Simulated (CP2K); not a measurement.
NiMoIrPdW:

```
Ni Mo Pd Ir W
1.0
     4.11705    0.00000    0.00000
    -2.05853    3.56547    0.00000
     0.00000    0.00000    5.44580
Ni Mo Pd Ir W
1 1 1 1 1
Direct
  0.00000 0.00000 0.95775
  0.66667 0.33333 0.96161
  0.66667 0.33333 0.46295
  0.33333 0.66667 0.72572
  0.33333 0.66667 0.23642
```

The cell was built by a generator and needn't be a form met in nature.

Base run:

| Item | Value |
| --- | --- |
| Program | CP2K 2026.2 |
| Functional | LDA |
| Potentials or basis | GTH_POTENTIALS Ni GTH-PBE-q18, Pd GTH-PBE-q18, Ir GTH-PBE-q17, W GTH-PBE-q14; POTENTIAL_UZH Mo GTH-PBE-q14; TZVP-MOLOPT-SR-GTH, TZVP-MOLOPT-PBE-GTH basis |
| Density cutoff | 13606 eV |
| k mesh | 8 × 8 × 5 |
| Occupations | fermi-dirac, width 0.05 eV |
| Spin | collinear spin, ferromagnetic start |
| Starting moments | [1.0, 1.0, 0.0, 0.6, 0.0] μB |

Its results: band gap on the k mesh none (metal or under the smearing width); pressure -11.6 GPa; net moment 0.00 μB per cell.

Q: After a change of settings the same cell gave: band gap on the k mesh none (metal or under the smearing width); pressure -4.8 GPa; net moment 0.00 μB per cell. Which change was it?
A. functional from LDA to PBEsol
B. functional from LDA to vdW-DF-cx
C. functional from LDA to r2SCAN
D. functional from LDA to RPBE

A: C.

Caveats: the potentials were made for another functional, which shifts forces and pressure; the basis of atomic orbitals isn't converged, which shifts pressures, moduli and gaps.

Not every run made on this cell is shown here.
